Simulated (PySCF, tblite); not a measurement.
# C₁₈H₂₀: electronic excitations, NMR shifts

Wanted: electronic excitations, NMR shifts for C₁₈H₂₀ (`c1cc2ccc1CCCc1ccc(cc1)CCC2`).

Programs: tblite 0.8.0 and PySCF 2.14.0, with routines of our own; each step states its level. All values are computed. Atoms count from 0.

## 1. The system as given

38 atoms, charge 0, multiplicity 1; geometry from: force field, distance geometry or constructed start.

## 2. Geometry optimisation with GFN2-xTB

The job: settings as JSON, then the geometry in Å.

```
{"job": {"kind": "relax", "xc": "GFN2-xTB", "basis": "xTB"}, "charge": 0, "multiplicity": 1}
C      1.690900     0.744300     1.275900
C      1.696300    -0.648300     1.304400
C      1.629600    -1.391100     0.125000
C      1.721200    -0.704500    -1.102200
C      1.707600     0.686800    -1.126500
C      1.594000     1.423700     0.053300
C      1.288300     2.903500     0.021700
C     -0.036400     3.279400    -0.670900
C     -1.337800     2.875300     0.061600
C     -1.624000     1.393500     0.102700
C     -1.665100     0.713900     1.322500
C     -1.652100    -0.684000     1.358300
C     -1.597500    -1.418000     0.174300
C     -1.736400    -0.741600    -1.050100
C     -1.754300     0.661000    -1.081100
C     -1.286900    -2.895600     0.208100
C      0.023800    -3.303800    -0.512100
C      1.342600    -2.875300     0.163800
H      1.641800     1.295200     2.218100
H      1.668700    -1.152100     2.277500
H      1.711600    -1.254600    -2.032200
H      1.689500     1.192600    -2.093300
H      1.286600     3.315200     1.049600
H      2.109300     3.397800    -0.499200
H     -0.050800     4.373600    -0.764100
H     -0.056700     2.889200    -1.695800
H     -1.313800     3.288800     1.078900
H     -2.189900     3.362800    -0.436000
H     -1.602600     1.263800     2.259200
H     -1.578600    -1.182700     2.323800
H     -1.743100    -1.289900    -1.986300
H     -1.772200     1.160300    -2.044200
H     -2.125200    -3.420800    -0.274800
H     -1.249600    -3.256400     1.241700
H      0.034300    -4.401300    -0.555800
H      0.006200    -2.967100    -1.559200
H      2.177900    -3.380900    -0.337600
H      1.347000    -3.228500     1.198900
```

The run is started by

```bash
> OMP_NUM_THREADS=1 python large_run.py task.json out
```

One launch serves the whole session: the jobs run in the order shown.

Output:

```text
step      E/eV     max force
  0   -1326.36996    0.901
  1   -1326.42607    0.430
  2   -1326.47092    0.342
  3   -1326.51521    0.274
  4   -1326.53041    0.210
  5   -1326.54660    0.193
  6   -1326.55752    0.192
  7   -1326.56762    0.187
  8   -1326.57423    0.134
  9   -1326.57881    0.099
 10   -1326.58225    0.099
 11   -1326.58603    0.097
 12   -1326.59057    0.134
 13   -1326.59569    0.137
 14   -1326.60090    0.143
 15   -1326.60584    0.134
 16   -1326.61011    0.112
 17   -1326.61338    0.094
 18   -1326.61584    0.085
 19   -1326.61814    0.083
 20   -1326.62073    0.110
 21   -1326.62312    0.107
 22   -1326.62449    0.060
 23   -1326.62504    0.035
 24   -1326.62531    0.029
 25   -1326.62551    0.023
 26   -1326.62563    0.020
 27   -1326.62568    0.014
```

It took 0.96 s on 1 thread of Arm Neoverse N1, shared host; peak memory 0.19 GiB.

Step by step:

```
step  energy from step 0 (eV)  largest force (eV/Å)
   0                   0.0000                0.9012
   1                  -0.0561                0.4302
   2                  -0.1010                0.3418
   3                  -0.1453                0.2745
   4                  -0.1605                0.2106
   5                  -0.1766                0.1930
   6                  -0.1876                0.1927
   7                  -0.1977                0.1877
   8                  -0.2043                0.1346
   9                  -0.2088                0.0987
  10                  -0.2123                0.0990
  12                  -0.2206                0.1343
  13                  -0.2257                0.1368
  14                  -0.2309                0.1433
  16                  -0.2402                0.1123
  17                  -0.2434                0.0936
  18                  -0.2459                0.0859
  20                  -0.2508                0.1094
  21                  -0.2532                0.1074
  23                  -0.2551                0.0348
  24                  -0.2553                0.0299
  25                  -0.2556                0.0228
  26                  -0.2557                0.0203
  27                  -0.2557                0.0136
```

Distances of close pairs at the start and the end, largest changes first:

```
   bond  before (Å)  after (Å)  change (Å)
C13–C14       1.403      1.380      -0.023
  C2–C3       1.409      1.390      -0.019
C12–C13       1.406      1.390      -0.016
  C0–C5       1.402      1.386      -0.016
C10–C11       1.398      1.383      -0.016
 C1–H19       1.096      1.081      -0.015
 C6–H22       1.107      1.092      -0.015
C15–C16       1.550      1.537      -0.014
```

The end geometry stands in the next job.

## 3. Electronic excitations: TDA PBE0/def2-SVP

The job: settings as JSON, then the geometry in Å.

```
{"job": {"kind": "uv", "basis": "def2-SVP", "grid": 1, "kgrid": 0, "vcut": 1.5, "nstates": 8, "ntriplets": 3, "tda": true, "delta": ["ip_vertical", "ea_vertical"], "pop": true, "xc": "PBE0"}, "charge": 0, "multiplicity": 1}
C      1.540644     0.737818     1.275253
C      1.553801    -0.644553     1.308451
C      1.510763    -1.384106     0.136632
C      1.595510    -0.699907    -1.070253
C      1.582612     0.679518    -1.103522
C      1.483157     1.419019     0.069083
C      1.266490     2.905436     0.021711
C     -0.040843     3.289915    -0.688560
C     -1.319678     2.881532     0.059177
C     -1.507182     1.391411     0.112905
C     -1.517554     0.709341     1.319820
C     -1.503964    -0.673065     1.353095
C     -1.480157    -1.411730     0.180023
C     -1.612789    -0.729590    -1.023634
C     -1.625588     0.649788    -1.056607
C     -1.263420    -2.898762     0.198370
C      0.023062    -3.318061    -0.529946
C      1.322536    -2.874945     0.160313
H      1.529259     1.291975     2.203399
H      1.552544    -1.153270     2.262249
H      1.636017    -1.253356    -1.997980
H      1.612148     1.188437    -2.056925
H      1.255960     3.307070     1.037300
H      2.093555     3.378171    -0.517230
H     -0.052826     4.375832    -0.813365
H     -0.051099     2.843142    -1.683666
H     -1.287655     3.283773     1.074024
H     -2.170713     3.338154    -0.455661
H     -1.490549     1.263736     2.247494
H     -1.466051    -1.181572     2.306422
H     -1.669447    -1.284040    -1.949993
H     -1.692009     1.157602    -2.008513
H     -2.105031    -3.396487    -0.293152
H     -1.223529    -3.251121     1.231409
H      0.032284    -4.408838    -0.602436
H      0.004697    -2.919590    -1.545300
H      2.158674    -3.356346    -0.356291
H      1.320169    -3.227939     1.193885
```

With the program's defaults for keys left out, this is: TDA PBE0/def2-SVP, vertical, gas phase, core orbitals frozen in the response, virtual orbitals cut by energy.

Output:

```text
start: PBE on a coarse grid of 29714 points
cycle   1  E = -696.1697119007  dE =  2.284e+00  |g| = 8.258e-01  |ddm| = 7.953e+00
cycle   2  E = -695.9245532034  dE =  2.452e-01  |g| = 1.274e+00  |ddm| = 3.508e+00
cycle   3  E = -696.3742629715  dE = -4.497e-01  |g| = 1.385e-01  |ddm| = 2.612e+00
cycle   4  E = -696.3782144716  dE = -3.952e-03  |g| = 5.458e-02  |ddm| = 4.452e-01
cycle   5  E = -696.3788208060  dE = -6.063e-04  |g| = 2.075e-02  |ddm| = 7.658e-02
cycle   6  E = -696.3789172966  dE = -9.649e-05  |g| = 6.059e-03  |ddm| = 3.547e-02
final grid: 126883 points
cycle   7  E = -696.6336369896  dE = -8.407e-03  |g| = 3.982e-02  |ddm| = 1.316e+00
cycle   8  E = -696.6335564168  dE =  8.057e-05  |g| = 4.398e-02  |ddm| = 1.318e-01
cycle   9  E = -696.6340733839  dE = -5.170e-04  |g| = 8.372e-03  |ddm| = 8.716e-02
cycle  10  E = -696.6340885075  dE = -1.512e-05  |g| = 3.855e-03  |ddm| = 1.816e-02
cycle  11  E = -696.6340927584  dE = -4.251e-06  |g| = 8.037e-04  |ddm| = 7.385e-03
cycle  12  E = -696.6340925012  dE =  2.572e-07  |g| = 2.652e-04  |ddm| = 1.955e-03
cycle  13  E = -696.6340936979  dE = -1.197e-06  |g| = 6.912e-05  |ddm| = 4.716e-04
converged SCF energy = -696.6340936979
Vertical ionisation energy (delta-SCF) = 7.1783 eV   <S^2> = 0.756

Static polarisability (au): isotropic 170.197, principal 123.964 163.248 223.379

Singlet excitations
state   eV       nm        f      main configurations
  1   4.2355    292.7   0.00007   H->L 0.79, H-1->L+1 0.20
  2   4.5665    271.5   0.00000   H->L+1 0.94
  3   5.1796    239.4   0.00085   H-1->L+1 0.75, H->L 0.18
  4   5.1864    239.1   0.00000   H-1->L 0.91
  5   5.4573    227.2   0.00336   H->L+3 0.37, H-2->L 0.21, H-1->L+2 0.21
  6   5.7202    216.7   0.00153   H->L+2 0.56, H-2->L+1 0.43
  7   5.7220    216.7   0.00002   H-2->L 0.57, H->L+3 0.42
  8   6.1562    201.4   0.00374   H-3->L 0.64, H-1->L+3 0.31

Triplet excitations (Tamm-Dancoff, eV): 3.3313 3.6772 3.9213
```

It took 2.5 min on 1 thread of Arm Neoverse N1, shared host; peak memory 0.67 GiB.

The orbitals next to the gap, with their largest atomic shares:

```
orbital     eV                        atoms
 HOMO−4  -8.63     C14 6 %, C13 6 %, C4 6 %
 HOMO−3  -7.60  C14 12 %, C4 12 %, C13 12 %
 HOMO−2  -7.20   C12 14 %, C5 14 %, C2 14 %
 HOMO−1  -6.29  C11 12 %, C0 12 %, C10 12 %
   HOMO  -5.74   C2 13 %, C9 13 %, C12 13 %
   LUMO  -0.45   C14 12 %, C4 12 %, C3 12 %
 LUMO+1  -0.39   C12 13 %, C5 13 %, C9 13 %
 LUMO+2   0.90   C12 14 %, C2 14 %, C5 14 %
 LUMO+3   0.93   C4 12 %, C14 12 %, C3 12 %
```

With each of the 8 states as a Gaussian band of 0.4 eV half-width at 1/e, the curve within the window shown has maxima at 223 nm (ε 210) L/(mol cm). Beyond the last state computed it falls off for lack of states. The curve at chosen wavelengths:

(nm, ε (L/mol/cm)): (192, 89), (198, 154), (204, 187), (210, 193), (216, 201), (222, 211), (228, 202), (233, 176), (239, 132), (245, 86), (251, 51), (257, 27), (263, 14), (269, 7), (275, 4), (281, 3), (287, 3), (293, 3), (299, 3), (304, 2), (310, 2), (316, 2), (322, 1), (328, 1), (334, 1), (340, 0)

Ground-state properties from the same run:

```
           property  computed
  dipole moment (D)      0.26
polarisability (Å³)     25.22
 HOMO–LUMO gap (eV)      5.29
      −ε(HOMO) (eV)      5.74
```

## 4. NMR shifts: GIAO B97-D/pcSseg-1

Settings changed since step 3:

```diff
@@ -1,2 +1,2 @@
-{"job": {"kind": "uv", "basis": "def2-SVP", "grid": 1, "kgrid": 0, "vcut": 1.5, "nstates": 8, "ntriplets": 3, "tda": true, "delta": ["ip_vertical", "ea_vertical"], "pop": true, "xc": "PBE0"}, "charge": 0, "multiplicity": 1}
+{"job": {"kind": "nmr", "basis": "pcSseg-1", "pop": false, "xc": "B97-D"}, "charge": 0, "multiplicity": 1}
 C      1.540644     0.737818     1.275253
```

With the program's defaults for keys left out, this is: GIAO B97-D/pcSseg-1 NMR shielding, non-relativistic, gas phase.

Output:

```text
start: PBE on a coarse grid of 29714 points
cycle   1  E = -696.5692860489  dE =  2.427e+00  |g| = 8.857e-01  |ddm| = 6.270e+00
cycle   2  E = -696.2833347357  dE =  2.860e-01  |g| = 1.372e+00  |ddm| = 2.906e+00
cycle   3  E = -696.7909599883  dE = -5.076e-01  |g| = 1.564e-01  |ddm| = 2.108e+00
cycle   4  E = -696.7958432276  dE = -4.883e-03  |g| = 5.565e-02  |ddm| = 2.733e-01
cycle   5  E = -696.7964471393  dE = -6.039e-04  |g| = 2.122e-02  |ddm| = 6.162e-02
cycle   6  E = -696.7965403244  dE = -9.319e-05  |g| = 7.618e-03  |ddm| = 2.845e-02
final grid: 268539 points
cycle   7  E = -697.2836504301  dE = -3.416e-03  |g| = 3.410e-02  |ddm| = 3.292e-01
cycle   8  E = -697.2828004464  dE =  8.500e-04  |g| = 6.427e-02  |ddm| = 1.459e-01
cycle   9  E = -697.2838865099  dE = -1.086e-03  |g| = 1.782e-02  |ddm| = 9.580e-02
cycle  10  E = -697.2839727462  dE = -8.624e-05  |g| = 4.948e-03  |ddm| = 2.773e-02
cycle  11  E = -697.2839803371  dE = -7.591e-06  |g| = 7.207e-04  |ddm| = 5.908e-03
cycle  12  E = -697.2839800738  dE =  2.633e-07  |g| = 2.360e-04  |ddm| = 9.625e-04
cycle  13  E = -697.2839796825  dE =  3.913e-07  |g| = 9.819e-05  |ddm| = 3.260e-04
converged SCF energy = -697.2839796825

GIAO shielding tensors (ppm)
atom      isotropic    diamagn.    paramagn.     s11        s22        s33       span
  0 C       47.984     255.324    -207.340    -51.845     39.975    155.822    207.667
  1 C       48.023     255.345    -207.322    -51.785     39.965    155.889    207.674
  2 C       42.259     264.674    -222.414    -53.349      6.903    173.225    226.574
  3 C       51.786     255.378    -203.592    -50.651     36.884    169.125    219.776
  4 C       51.786     255.384    -203.597    -50.649     36.900    169.108    219.757
  5 C       42.229     264.675    -222.447    -53.376      6.869    173.192    226.568
  6 C      138.801     247.094    -108.293    128.986    136.639    150.779     21.793
  7 C      145.815     248.651    -102.836    133.196    144.154    160.096     26.901
  8 C      138.825     247.100    -108.275    129.019    136.665    150.790     21.772
  9 C       42.254     264.680    -222.427    -53.367      6.927    173.201    226.568
 10 C       48.018     255.308    -207.290    -51.796     39.993    155.857    207.652
 11 C       47.990     255.332    -207.342    -51.862     40.013    155.820    207.682
 12 C       42.246     264.665    -222.420    -53.362      6.876    173.223    226.585
 13 C       51.804     255.382    -203.579    -50.640     36.908    169.143    219.783
 14 C       51.783     255.374    -203.591    -50.643     36.838    169.154    219.797
 15 C      138.828     247.089    -108.261    128.993    136.673    150.818     21.824
 16 C      145.795     248.679    -102.884    133.160    144.117    160.108     26.948
 17 C      138.814     247.113    -108.299    129.005    136.648    150.789     21.784
 18 H       25.022      36.192     -11.170     20.787     24.945     29.334      8.547
 19 H       25.025      36.194     -11.169     20.790     24.950     29.335      8.546
 20 H       24.821      35.697     -10.875     20.388     24.277     29.800      9.412
 21 H       24.820      35.694     -10.875     20.391     24.272     29.796      9.405
 22 H       29.414      32.233      -2.818     26.265     28.960     33.019      6.753
 23 H       28.475      28.217       0.258     25.195     26.200     34.030      8.835
 24 H       29.766      27.439       2.326     26.711     27.174     35.412      8.701
 25 H       29.675      34.075      -4.400     27.487     27.686     33.851      6.364
 26 H       29.416      32.233      -2.818     26.265     28.961     33.022      6.757
 27 H       28.476      28.217       0.260     25.196     26.201     34.032      8.836
 28 H       25.024      36.186     -11.163     20.791     24.947     29.333      8.542
 29 H       25.020      36.186     -11.166     20.786     24.943     29.331      8.546
 30 H       24.820      35.697     -10.877     20.390     24.275     29.796      9.406
 31 H       24.823      35.700     -10.877     20.390     24.277     29.803      9.414
 32 H       28.480      28.219       0.261     25.202     26.203     34.034      8.832
 33 H       29.415      32.236      -2.821     26.270     28.960     33.016      6.746
 34 H       29.766      27.447       2.319     26.714     27.175     35.408      8.694
 35 H       29.674      34.080      -4.406     27.490     27.684     33.847      6.357
 36 H       28.480      28.225       0.255     25.202     26.204     34.033      8.831
 37 H       29.416      32.235      -2.819     26.269     28.960     33.018      6.749
```

Wall time 83 s (1 thread of Arm Neoverse N1, shared host); peak memory 0.65 GiB.

The references, computed at this level on geometries of the same kind, shield at (ppm): ¹H TMS 31.85, ¹³C TMS 181.8. Their shielding less the atom's gives the shift. The references are single molecules in the gas phase. Atoms listed in one row are averaged.

```
                             atoms                                 environment  σ (ppm)  δ (ppm)
                   C2, C5, C9, C12                 substituted aromatic carbon     42.2    139.5
    C0, C1, C3, C4, C10 and 3 more                                 aromatic CH     49.9    131.9
                  C6, C8, C15, C17                 sp3 CH2 on an aromatic ring    138.8     42.9
                           C7, C16                           sp3 CH2 in a ring    145.8     36.0
H18, H19, H20, H21, H28 and 3 more                  hydrogen on an aromatic CH    24.92     6.93
H22, H23, H26, H27, H32 and 3 more  hydrogen on an sp3 CH2 on an aromatic ring    28.95     2.90
                H24, H25, H34, H35            hydrogen on an sp3 CH2 in a ring    29.72     2.13
```

Ring of atoms C0, C1, C2, C3, C4, C5: NICS(0) -7.7, NICS(1) -10.6, NICS(1)zz -35.7 ppm (means of both faces).

The two faces differ (NICS(1)zz -30.1 and -41.2 ppm).

## 5. What came out

```
                                                                quantity                         value
                                          lowest singlet (PBE0/def2-SVP)   4.24 eV (293 nm), f = 0.000
                                brightest single state of those computed   state 8, 6.16 eV, f = 0.004
                                                          lowest triplet                       3.33 eV
                                       vertical ionisation energy (ΔSCF)                       7.18 eV
¹³C shifts against TMS (B97-D/pcSseg-1, means over atoms taken as alike)  139.5, 131.9, 42.9, 36.0 ppm
 ¹H shifts against TMS (B97-D/pcSseg-1, means over atoms taken as alike)          6.93, 2.90, 2.13 ppm
```

What this shows: The lowest singlet, at 4.24 eV, is HOMO→LUMO 0.79, HOMO−1→LUMO+1 0.20 and is dark; of the 8 states computed, the strongest absorption comes from state 8 at 6.16 eV (the last computed, so partners may be missing). The lowest triplet lies 0.90 eV below the lowest singlet. The orbital energy would give 5.74 eV for ionisation, ΔSCF gives 7.18 eV. At B97-D/pcSseg-1: The widest tensor belongs to C2, C5, C9, C12: span 227 ppm, with a paramagnetic part of -222 ppm. NICS(1)zz of -36 ppm above the planar ring from C0 marks a diatropic (aromatic) ring current.
